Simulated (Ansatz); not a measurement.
# BH₂ClO₂ (SMILES OB(O)Cl): one structure at several levels

The atoms stand at a structure displaced at random from a GFN2-xTB minimum. How far do the functionals agree with CCSD(T) there?

Program: Ansatz 0.2.0, Gaussian basis. Level of theory: single points in def2-TZVPP. These are calculated values, not measurements.

Cores are frozen in the correlated methods.

## Step 1: Where the work starts

SMILES `OB(O)Cl`, 6 atoms, charge 0, spin multiplicity 1.

Atoms are counted from 1 here; the program's logs count them from 0.

Bond lengths: O1–B2 1.338 Å, O1–H5 0.987 Å, B2–O3 1.279 Å, B2–Cl4 1.706 Å, O3–H6 0.953 Å. Angles: B2–O1–H5 117.4°, O1–B2–O3 121.0°, O1–B2–Cl4 119.8°, O3–B2–Cl4 119.2°, B2–O3–H6 114.7°.

As a file:

```
O     0.1458    0.9698   -0.4738
B    -0.1432   -0.2416    0.0165
O     0.5755   -0.7705    0.9331
Cl   -1.4841   -1.1039   -0.5922
H    -0.4209    1.3095   -1.2072
H     1.3058   -0.2332    1.2269
```

## Step 2: CCSD(T)/def2-TZVPP

The input, run/in.yaml:

```yaml
crystal:
  periodic: [false, false, false]
  atoms:
    - {symbol: O, position_ang: [0.145800, 0.969800, -0.473800]}
    - {symbol: B, position_ang: [-0.143200, -0.241600, 0.016500]}
    - {symbol: O, position_ang: [0.575500, -0.770500, 0.933100]}
    - {symbol: Cl, position_ang: [-1.484100, -1.103900, -0.592200]}
    - {symbol: H, position_ang: [-0.420900, 1.309500, -1.207200]}
    - {symbol: H, position_ang: [1.305800, -0.233200, 1.226900]}
basis:
  gaussian: {orbitals: def2-TZVPP}
correlation: {method: ccsd_t}
output: {forces: true}
```

No record of the launch command was kept for these runs.

## Step 3: PBE0-D4/def2-TZVPP

run/in.yaml, as its differences from that of step 2:

```diff
@@ -11,3 +11,3 @@
   gaussian: {orbitals: def2-TZVPP}
-correlation: {method: ccsd_t}
-output: {forces: true}
+hamiltonian: {xc: pbe0, dispersion: d4}
+output: {forces: true, orbitals: {seedname: orbitals}}
```

## Step 4: wB97M-V/def2-TZVPP

run/in.yaml, as its differences from that of step 3:

```diff
@@ -11,3 +11,3 @@
   gaussian: {orbitals: def2-TZVPP}
-hamiltonian: {xc: pbe0, dispersion: d4}
-output: {forces: true, orbitals: {seedname: orbitals}}
+hamiltonian: {xc: {name: wB97M-V}}
+output: {forces: true}
```

## Step 5: r2SCAN-D4/def2-TZVPP

run/in.yaml, as its differences from that of step 4:

```diff
@@ -11,3 +11,3 @@
   gaussian: {orbitals: def2-TZVPP}
-hamiltonian: {xc: {name: wB97M-V}}
+hamiltonian: {xc: r2scan, dispersion: d4}
 output: {forces: true}
```

## Step 6: PBE-D4/def2-TZVPP

run/in.yaml, as its differences from that of step 5:

```diff
@@ -11,3 +11,3 @@
   gaussian: {orbitals: def2-TZVPP}
-hamiltonian: {xc: r2scan, dispersion: d4}
+hamiltonian: {xc: pbe, dispersion: d4}
 output: {forces: true}
```

## Step 7: LC-wPBE/def2-TZVPP

run/in.yaml, as its differences from that of step 6:

```diff
@@ -11,3 +11,3 @@
   gaussian: {orbitals: def2-TZVPP}
-hamiltonian: {xc: pbe, dispersion: d4}
+hamiltonian: {xc: {name: LC-wPBE}}
 output: {forces: true}
```

## Step 8: revPBE-D4/def2-TZVPP

run/in.yaml, as its differences from that of step 7:

```diff
@@ -11,3 +11,3 @@
   gaussian: {orbitals: def2-TZVPP}
-hamiltonian: {xc: {name: LC-wPBE}}
+hamiltonian: {xc: {name: revPBE}, dispersion: d4}
 output: {forces: true}
```

(Steps that only read results are left out.)

Before running it: what results should come out? Wanted: energy less free atoms, CCSD(T)/def2-TZVPP; RMS force component; RMS force error; HOMO and LUMO, PBE0-D4; T1 diagnostic.

The runs gave:

| quantity | value |
| --- | --- |
| energy less free atoms, CCSD(T)/def2-TZVPP | -575.7 kcal/mol |
| RMS force component | 1.386 to 1.562 eV/Å over the methods |
| RMS force error | PBE0-D4 0.160, wB97M-V 0.103, r2SCAN-D4 0.118, PBE-D4 0.222, LC-wPBE 0.154, revPBE-D4 0.230 eV/Å |
| HOMO and LUMO, PBE0-D4 | -9.00 and 0.57 eV |
| T1 diagnostic | 0.011 |

Against CCSD(T) the functionals' energies less atoms differ by -32.5 to -11.8 kcal/mol, PBE-D4 by -32.5 kcal/mol. The reference is not at the basis limit: in triple zeta CCSD(T) underbinds, which counts against methods that bind more; the gaps are no ranking. The forces of wB97M-V come nearest to CCSD(T), those of revPBE-D4 are farthest.
